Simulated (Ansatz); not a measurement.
# Nb4SiSb2 (I4/mcm): energies of magnetic orders, part 2 of 2

Which of a few magnetic orders of Nb4SiSb2 (I4/mcm) is lowest at one geometry?

Ansatz 0.2.0; DFT r²SCAN, scalar-relativistic, plane waves, PAW. The steps go on from the part before.

**5. Antiferromagnetic, in the cell as typed**

input.yaml reads:

```yaml
crystal:
  lattice:
    - [-5.2267882212, 5.2267882212, 2.4599662283]
    - [5.2267882212, -5.2267882212, 2.4599662283]
    - [5.2267882212, 5.2267882212, -2.4599662283]
  atoms:
    - { symbol: Nb, position: [0.0844370344, 0.7950571182, 0.8794941527], spin: 1.0 }
    - { symbol: Nb, position: [0.9155629656, 0.2049428818, 0.1205058473], spin: -1.0 }
    - { symbol: Nb, position: [0.7950571182, 0.9155629656, 0.7106200838], spin: 1.0 }
    - { symbol: Nb, position: [0.2049428818, 0.0844370344, 0.2893799162], spin: -1.0 }
    - { symbol: Nb, position: [0.4155629656, 0.2950571182, 0.7106200838], spin: -1.0 }
    - { symbol: Nb, position: [0.5844370344, 0.7049428818, 0.2893799162], spin: 1.0 }
    - { symbol: Nb, position: [0.7049428818, 0.4155629656, 0.1205058473], spin: -1.0 }
    - { symbol: Nb, position: [0.2950571182, 0.5844370344, 0.8794941527], spin: 1.0 }
    - { symbol: Si, position: [0.25, 0.25, 0.0] }
    - { symbol: Si, position: [0.75, 0.75, 0.0] }
    - { symbol: Sb, position: [0.8576647556, 0.6423352444, 0.5] }
    - { symbol: Sb, position: [0.1423352444, 0.3576647556, 0.5] }
    - { symbol: Sb, position: [0.6423352444, 0.1423352444, 0.7846704889] }
    - { symbol: Sb, position: [0.3576647556, 0.8576647556, 0.2153295111] }
basis:
  ecutwfc: 500
  ecutrho_ratio: 4
kpoints:
  mp_grid: { grid: [8, 8, 8] }
hamiltonian:
  xc: r2scan
scf:
  occupations: { method: gaussian, width: 0.05 }
  lower_state_search: "off"
output:
  forces: true
  stress: true
  eigenvalues: true
  populations: true
magnetization:
  spin_polarized: true
```

Launch:

```bash
> ansatz run input.yaml --threads 8 --pin off --max-ram 22528MiB --backend cpu --events-out ev --progress --plain --runs-dir out
```

Log, shortened:

```text
Warning: RAYON_NUM_THREADS=8 ignored (pool sized by the plan → 8); use --threads N
[...]
Pseudopotentials: kind: paw
Pseudopotential: Nb, paw, valence charge 13, recommended cutoff 500 eV (meta_gga), Nb.paw.azcp
Pseudopotential: Si, paw, valence charge 4, recommended cutoff 500 eV (meta_gga), Si.paw.azcp
Pseudopotential: Sb, paw, valence charge 15, recommended cutoff 500 eV (meta_gga), Sb.paw.azcp
Functional definition: r2SCAN
[...]
Crystal: 14 atoms, lattice volume = 268.818 Å³
Basis set: ecut = 500 eV, 6785 PW (Γ), exchange–correlation on 240×240×240 points (64 copies of the dense FFT grid, shifted against one another)
Bands: 108, of which v1, the nominal top of the filled ones, is band 86 counted from 1 (85 counted from 0)
Symmetry: 4 space group operations
Space group: Ima2 (ITA 46), of the structure as read, at distance tolerance 6.5e-5 Å
Magnetic group: BNS 72.541 (UNI 639), of the structure as read, at distance tolerance 6.5e-5 Å
k-points: 95 of 512 (time reversal used)
[...]
Starting moments: Σ|m| = 8 μB on 8 of 14 sites
[...]
WARN: the starting moments were not kept: the SCF closed with an absolute magnetisation of 5.5e-5 μB, where they sum to 8 μB in size (8 sites). That is at most 0.1 of that sum. Measured as dr2_m measures the in/out step, that magnetisation stands 8.4e-11 eV from none, at or under the [...]
  atom   4  Nb     0.00162686     0.00013486     0.00000000
  atom   5  Nb    -0.00013467    -0.00162714     0.00000000
  atom   6  Nb     0.00013462     0.00162720     0.00000000
  atom   7  Nb    -0.00162686     0.00013486     0.00000000
  atom   8  Nb     0.00162687    -0.00013491     0.00000000
[...]
--- Stress (GPa, compression-positive) ---
       -0.080626       0.000000       0.000000
        0.000000      -0.080625       0.000000
        0.000000       0.000000      -0.076156
  P = ⅓ Tr σ = -0.0791 GPa (-0.791 kbar)
--- Band table (eV; the first three rows and the last of 190) ---
[...]
--- Löwdin populations: 14 sites ---
  site symbol       q [e]    m [muB]
     0     Nb     12.9493    -0.0000
     1     Nb     12.9493     0.0000
     2     Nb     12.9493     0.0000
     3     Nb     12.9493    -0.0000
     4     Nb     12.9493     0.0000
     5     Nb     12.9493    -0.0000
     6     Nb     12.9493    -0.0000
     7     Nb     12.9493     0.0000
     8     Si      3.8982    -0.0000
     9     Si      3.8982    -0.0000
    10     Sb     14.9378     0.0000
    11     Sb     14.9378    -0.0000
    12     Sb     14.9378    -0.0000
    13     Sb     14.9378     0.0000
  spilling = 0.004986 (of n_electrons = 172.000000)
```

It took 6.5 min on 8 threads of Arm Neoverse V2, shared host; peak memory 5.5 GiB.

In short: volume 19.201 Å³/atom, pressure -0.08 GPa, a metal on this mesh, no moment left.

In this order, neighbours among magnetic atoms: 3 of 7 parallel, 0 of 3 parallel (shell by shell, nearest first).

**6. No spin polarisation**

input.yaml reads:

```yaml
crystal:
  lattice:
    - [-5.2267882212, 5.2267882212, 2.4599662283]
    - [5.2267882212, -5.2267882212, 2.4599662283]
    - [5.2267882212, 5.2267882212, -2.4599662283]
  atoms:
    - { symbol: Nb, position: [0.0844370344, 0.7950571182, 0.8794941527] }
    - { symbol: Nb, position: [0.9155629656, 0.2049428818, 0.1205058473] }
    - { symbol: Nb, position: [0.7950571182, 0.9155629656, 0.7106200838] }
    - { symbol: Nb, position: [0.2049428818, 0.0844370344, 0.2893799162] }
    - { symbol: Nb, position: [0.4155629656, 0.2950571182, 0.7106200838] }
    - { symbol: Nb, position: [0.5844370344, 0.7049428818, 0.2893799162] }
    - { symbol: Nb, position: [0.7049428818, 0.4155629656, 0.1205058473] }
    - { symbol: Nb, position: [0.2950571182, 0.5844370344, 0.8794941527] }
    - { symbol: Si, position: [0.25, 0.25, 0.0] }
    - { symbol: Si, position: [0.75, 0.75, 0.0] }
    - { symbol: Sb, position: [0.8576647556, 0.6423352444, 0.5] }
    - { symbol: Sb, position: [0.1423352444, 0.3576647556, 0.5] }
    - { symbol: Sb, position: [0.6423352444, 0.1423352444, 0.7846704889] }
    - { symbol: Sb, position: [0.3576647556, 0.8576647556, 0.2153295111] }
basis:
  ecutwfc: 500
  ecutrho_ratio: 4
kpoints:
  mp_grid: { grid: [8, 8, 8] }
hamiltonian:
  xc: r2scan
scf:
  occupations: { method: gaussian, width: 0.05 }
output:
  forces: true
  stress: true
  eigenvalues: true
```

Launch:

```bash
> ansatz run input.yaml --threads 8 --pin off --max-ram 22528MiB --backend cpu --events-out ev --progress --plain --runs-dir out
```

Log, shortened:

```text
Warning: RAYON_NUM_THREADS=8 ignored (pool sized by the plan → 8); use --threads N
[...]
[... 5 set-up lines as earlier in the session ...]
[...]
Crystal: 14 atoms, lattice volume = 268.818 Å³
Basis set: ecut = 500 eV, 6785 PW (Γ), exchange–correlation on 240×240×240 points (64 copies of the dense FFT grid, shifted against one another)
Bands: 104, of which v1, the nominal top of the filled ones, is band 86 counted from 1 (85 counted from 0)
Symmetry: 16 space group operations
Space group: I4/mcm (ITA 140), of the structure as read, at distance tolerance 6.5e-5 Å
k-points: 59 of 512
[...]
SCF converged after 9 iterations
Free energy (F): -63791.063494 eV
[...]
E sigma→0 (E₀):  -63791.057230 eV
Entropy (-TS):   -0.012529 eV (-0.895 meV/atom)
Fermi energy:    15.805927 eV
[...]
--- Forces (eV/Å), atoms counted from 1 ---
  atom   1  Nb    -0.00014545     0.00162977     0.00000000
  atom   2  Nb     0.00014545    -0.00162977    -0.00000000
  atom   3  Nb    -0.00162977    -0.00014545    -0.00000000
  atom   4  Nb     0.00162977     0.00014545     0.00000000
  atom   5  Nb    -0.00014545    -0.00162977    -0.00000000
  atom   6  Nb     0.00014545     0.00162977     0.00000000
  atom   7  Nb    -0.00162977     0.00014545    -0.00000000
  atom   8  Nb     0.00162977    -0.00014545    -0.00000000
[...]
--- Stress (GPa, compression-positive) ---
       -0.080567       0.000000       0.000000
        0.000000      -0.080567       0.000000
        0.000000       0.000000      -0.076116
  P = ⅓ Tr σ = -0.0791 GPa (-0.791 kbar)
--- Band table (eV; the first three rows and the last of 59) ---
[...]
```

Run time: 27 s. Hardware: 8 threads of Arm Neoverse V2, shared host; peak memory 3.4 GiB.

This gives: volume 19.201 Å³/atom, pressure -0.08 GPa, metallic.

**7. The orders side by side**

Orders of one name are numbered as they were run above.

| order | above the lowest (meV/atom) | largest moment (μB) | pressure (GPa) | gap on the mesh (eV) | order kept |
| --- | --- | --- | --- | --- | --- |
| ferromagnetic | 0.0 | 0.00 | -0.1 | 0.00 | no |
| antiferromagnetic, in the cell as typed (1) | 0.0 | 0.00 | -0.1 | 0.00 | no |
| antiferromagnetic, in the cell as typed (2) | 0.0 | 0.00 | -0.1 | 0.00 | no |
| antiferromagnetic, in the cell as typed (3) | 0.0 | 0.00 | -0.1 | 0.00 | no |
| antiferromagnetic, in the cell as typed (4) | 0.0 | 0.00 | -0.1 | 0.00 | no |
| no spin polarisation | 0.0 | 0.00 | -0.1 | 0.00 | yes |

The first row is the run of the earlier session that started with parallel moments (-4556.5041 eV/atom).

The work goes on in this order: no spin polarisation, the lowest.

**8. Relaxing the chosen order**

input.yaml reads:

```yaml
crystal:
  lattice:
    - [-5.2267882212, 5.2267882212, 2.4599662283]
    - [5.2267882212, -5.2267882212, 2.4599662283]
    - [5.2267882212, 5.2267882212, -2.4599662283]
  atoms:
    - { symbol: Nb, position: [0.0844370344, 0.7950571182, 0.8794941526] }
    - { symbol: Nb, position: [0.9155629656, 0.2049428818, 0.1205058474] }
    - { symbol: Nb, position: [0.7950571182, 0.9155629656, 0.7106200838] }
    - { symbol: Nb, position: [0.2049428818, 0.0844370344, 0.2893799162] }
    - { symbol: Nb, position: [0.4155629656, 0.2950571182, 0.7106200838] }
    - { symbol: Nb, position: [0.5844370344, 0.7049428818, 0.2893799162] }
    - { symbol: Nb, position: [0.7049428818, 0.4155629656, 0.1205058474] }
    - { symbol: Nb, position: [0.2950571182, 0.5844370344, 0.8794941526] }
    - { symbol: Si, position: [0.25, 0.25, 0.0] }
    - { symbol: Si, position: [0.75, 0.75, 0.0] }
    - { symbol: Sb, position: [0.8576647556, 0.6423352444, 0.5] }
    - { symbol: Sb, position: [0.1423352444, 0.3576647556, 0.5] }
    - { symbol: Sb, position: [0.6423352444, 0.1423352444, 0.7846704888] }
    - { symbol: Sb, position: [0.3576647556, 0.8576647556, 0.2153295112] }
basis:
  ecutwfc: 500
  ecutrho_ratio: 4
kpoints:
  mp_grid: { grid: [8, 8, 8] }
hamiltonian:
  xc: r2scan
scf:
  occupations: { method: gaussian, width: 0.05 }
output:
  forces: true
  stress: true
  eigenvalues: true
relax:
  f_tol: 0.01
  max_steps: 30
  cell: { stress_tol: 0.05 }
```

Launch:

```bash
> ansatz run input.yaml --threads 8 --pin off --max-ram 22528MiB --backend cpu --events-out ev --progress --plain --runs-dir out
```

Log, shortened:

```text
Warning: RAYON_NUM_THREADS=8 ignored (pool sized by the plan → 8); use --threads N
[...]
[... 5 set-up lines as earlier in the session ...]
[...]
Crystal: 14 atoms, lattice volume = 268.818 Å³
Basis set: ecut = 500 eV, 6785 PW (Γ), exchange–correlation on 240×240×240 points (64 copies of the dense FFT grid, shifted against one another)
Bands: 104, of which v1, the nominal top of the filled ones, is band 86 counted from 1 (85 counted from 0)
[... 2 set-up lines as earlier in the session ...]
k-points: 59 of 512
[...]
    - { symbol: Nb, position: [0.7950304978477087, 0.9155262981547145, 0.7105567960024233] }
    - { symbol: Nb, position: [0.20496950215229137, 0.0844737018452854, 0.2894432039975768] }
    - { symbol: Nb, position: [0.4155262981547146, 0.2950304978477087, 0.7105567960024233] }
    - { symbol: Nb, position: [0.5844737018452855, 0.7049695021522913, 0.2894432039975767] }
    - { symbol: Nb, position: [0.7049695021522914, 0.41552629815471465, 0.12049580030700599] }
    - { symbol: Nb, position: [0.2950304978477087, 0.5844737018452855, 0.8795041996929942] }
    - { symbol: Si, position: [0.25, 0.25, -1.692711865184094e-36] }
    - { symbol: Si, position: [0.7500000000000001, 0.7500000000000001, -1.410593220986745e-36] }
    - { symbol: Sb, position: [0.8577187032275493, 0.6422812967724508, 0.5] }
    - { symbol: Sb, position: [0.14228129677245083, 0.35771870322754923, 0.5] }
    - { symbol: Sb, position: [0.6422812967724509, 0.14228129677245083, 0.7845625935449018] }
    - { symbol: Sb, position: [0.3577187032275492, 0.8577187032275493, 0.2154374064550984] }
```

Wall time 1.8 min (8 threads of Arm Neoverse V2, shared host); peak memory 3.4 GiB.

Relaxation path:

| step | energy from step 1 (meV/atom) | largest force component (eV/Å) | pressure (GPa) | volume (Å³/atom) |
| --- | --- | --- | --- | --- |
| 1 | 0.0 | 0.002 | -0.08 | 19.201 |
| 2 | 0.0 | 0.011 | 0.19 | 19.160 |
| 3 | 0.0 | 0.000 | 0.00 | 19.189 |
| 4 | 0.0 | 0.000 | 0.00 | 19.189 |

Step 1 is the start. Step 2 was tried and not accepted. Step 4 repeats the geometry before it on a plane-wave basis chosen anew for the final cell, which leaves the energy as it was.

In short: volume 19.189 Å³/atom, pressure 0.00 GPa, no gap.

**9. Summary of results**

The summary covers parts 1 to 2.

```
                  quantity                      value
              orders tried                          6
                    lowest       no spin polarisation
      largest moment there                    0.00 μB
volume in the chosen order  19.19 Å³/atom at 0.00 GPa
```

Of the orders that kept their pattern, the lowest is: no spin polarisation. Where the order wasn't kept, moments died or turned during the run, so that row belongs to another state than the one started. Only these orders were tried, at zero temperature; the one found in experiment may not be among them. A run loses the moments it was seeded with; other starts can end magnetic. Spin–orbit coupling is left out, though the cell holds Sb; it can open a gap where p bands cross.
